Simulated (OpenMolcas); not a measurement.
# SnO (tin(ii) oxide): CCSD(T)/def2-SVP (core potential)

Aim: the vertical electron affinity of SnO (tin(ii) oxide) at CCSD(T)/def2-SVP (core potential), from 2 runs. 

The results are computed with OpenMolcas 26.06.

## 1. The structure to begin with

The species is SnO (2 atoms), meant as a singlet with charge 0. As SMILES, `[O]=[Sn]`. The coordinates come from a PBE0-D4/def2-TZVP relaxation.

Bond lengths: O1–Sn2 1.818 Å.

## 2. The energy at CCSD(T)/def2-SVP (core potential)

The input, mol.xyz:

```xyz
2

O      0.000000     0.000000    -0.007080
Sn     0.000000     0.000000     1.810660
```

The input, job.input:

```
&gateway
  baslib=$CurrDir
  coord=mol.xyz
  basis=def2-SVP
  group=NoSym

&seward

&scf
  prorbitals=0

&rasscf
  fileorb=$Project.ScfOrb
  spin=1
  nactel=0 0 0
  inactive=15
  ras2=0
  outorbitals=Canonical
  orblisting=Nothing

&motra
  jobiph
  frozen=5

&ccsdt
  cct
  triples=2
  iterations=50
  extrapolation=5 4
```

The basis set def2-SVP is read from a file made from the Basis Set Exchange's data (not shown).

Command:

```
$ export MOLCAS_MEM=1860
$ pymolcas job.input > job.log
```

What it wrote, cut to the lines that bear on the results:

```text
--- Start Module: gateway ---
[...]
--- Stop Module: gateway /rc=_RC_ALL_IS_WELL_ ---
[...]
      Basis functions           40
[...]
       Convergence after  13 Iterations
[...]
::    Total SCF energy                               -288.1035679928
[...]
      Total spin, S                                     0.0000000000
[...]
      Number of active orbitals                  0
[...]
      Spin quantum number                      0.0
[...]
      Active orbitals                            0
[...]
      Number of CSFs                             1
[...]
      Number of root(s) required                 1
[...]
      Convergence after  4 iterations
[...]
      Natural orbitals and occupation numbers for root  1
      ************************************************************************************************************************
      *                                                    Final results                                                     *
      ************************************************************************************************************************
[...]
::    RASSCF root number  1 Total energy:   -288.10356799
[...]
      Total electronic charge=   30.000000
      Total            charge=   -0.000000
[...]
      Dipole Moment (debye):
      Origin of the operator (angstrom)=    0.0000    0.0000    1.5967
                   X= -1.0343E-14               Y=  5.3847E-15               Z=  4.9373E+00           Total=  4.9373E+00
      Quadrupole Moment (debye*angstrom):
[...]
--- Start Module: motra ---
[...]
      *** WARNING: Default frozen orbitals is overwritten by user input.
      *** Default values:   1
[...]
--- Stop Module: motra /rc=_RC_ALL_IS_WELL_ ---
--- Start Module: ccsdt ---
[...]
      Convergence after                    14  Iterations
      Total energy (diff) :    -288.40464391       0.00000008
[...]
 METHOD                       : CCSD+T(CCSD)+<T3(1)WT1> = CCSD(T)
[...]
       CCSD     =      -288.4046439144200
[...]
--- Stop Module: ccsdt /rc=_RC_ALL_IS_WELL_ ---
[...]
```

Run time: 3.6 s. Hardware: 1 thread of Arm Neoverse V2, shared host; peak memory 0.37 GiB.

## 3. The doublet anion

mol.xyz is that of step 2.

The input, job.input:

```
>>> EXPORT MOLCAS_PRINT=2

&GATEWAY
 BASLIB=$CurrDir
 COORD=mol.xyz
 BASIS=def2-SVP
 GROUP=NoSym

&SEWARD

&SCF
 UHF
 CHARGE=-1
 SPIN=2
 PRORBITALS=0

&RASSCF
 FILEORB=$Project.UnaOrb
 SPIN=2
 NACTEL=1 0 0
 INACTIVE=15
 RAS2=1
 OUTORBITALS=Canonical
 ORBLISTING=Nothing

&MOTRA
 JOBIPH
 FROZEN=5

&CCSDT
 CCT
 TRIPLES=3
 ITERATIONS=50
 EXTRAPOLATION=5 4
```

The basis set def2-SVP is read from a file made from the Basis Set Exchange's data (not shown).

Command:

```
$ export MOLCAS_MEM=1860
$ pymolcas job.input > job.log
```

What it wrote, cut to the lines that bear on the results:

```text
--- Start Module: gateway ---
[...]
--- Stop Module: gateway /rc=_RC_ALL_IS_WELL_ ---
[...]
      Basis functions           40
[...]
       Convergence after  32 Iterations
[...]
::    Total SCF energy                               -288.0950494972
[...]
      Total spin, S                                     0.5068358969
[...]
      Number of active orbitals                  1
[...]
      Spin quantum number                      0.5
[...]
      Active orbitals                            1
[...]
      Number of CSFs                             1
[...]
      Number of root(s) required                 1
[...]
      Convergence after 14 iterations
[...]
      printout of CI-coefficients larger than  0.05 for root  1
      energy=    -288.091672
      conf/sym  1     Coeff  Weight
             1  u   1.00000 1.00000
      Natural orbitals and occupation numbers for root  1
      sym 1:   1.000000
      ************************************************************************************************************************
      *                                                    Final results                                                     *
[...]
::    RASSCF root number  1 Total energy:   -288.09167168
[...]
      Total electronic charge=   31.000000
      Total            charge=   -1.000000
[...]
      Dipole Moment (debye):
      Origin of the operator (angstrom)=    0.0000    0.0000    1.5967
                   X= -1.7436E-08               Y= -1.7066E-08               Z=  3.8765E+00           Total=  3.8765E+00
      Center of Charge (angstrom)
[...]
--- Start Module: motra ---
[...]
      *** WARNING: Default frozen orbitals is overwritten by user input.
      *** Default values:   1
[...]
--- Stop Module: motra /rc=_RC_ALL_IS_WELL_ ---
--- Start Module: ccsdt ---
[...]
      Convergence after                    15  Iterations
      Total energy (diff) :    -288.39134812      -0.00000002
[...]
 METHOD                       : CCSD+T(CCSD)+<T3(1)WT1>+<T3(1)UT2> = CCSD(T)
[...]
       CCSD     =      -288.3913481227334
[...]
--- Stop Module: ccsdt /rc=_RC_ALL_IS_WELL_ ---
[...]
```

Wall time 5.1 s (1 thread of Arm Neoverse V2, shared host); peak memory 0.37 GiB.

## 4. Outcome

At CCSD(T)/def2-SVP (core potential), 5 core orbitals frozen:

| quantity | value |
| --- | --- |
| singlet SnO: total energy | -288.42258 Eh |
| singlet SnO: dipole moment (mean-field density) | 4.94 D |
| singlet SnO: HOMO energy (Hartree–Fock orbitals) | -10.34 eV |
| singlet SnO: LUMO energy (Hartree–Fock orbitals) | 0.62 eV |
| singlet SnO: HOMO–LUMO gap (Hartree–Fock orbitals) | 10.95 eV |
| singlet SnO: correlation energy (5 core orbitals frozen) | -319.0 mEh |
| singlet SnO: (T) correction | -17.94 mEh |
| doublet anion: total energy | -288.40572 Eh |
| doublet anion: (T) correction | -14.37 mEh |
| vertical electron affinity (to the doublet anion) | -0.459 eV |

What this shows: The anion lies 0.46 eV (44.3 kJ/mol) above the neutral: the electron isn't bound at this level, and such a value depends on the basis. Without diffuse functions anions come out too high. The triples (singlet SnO) make up 5.6 % of the correlation energy.
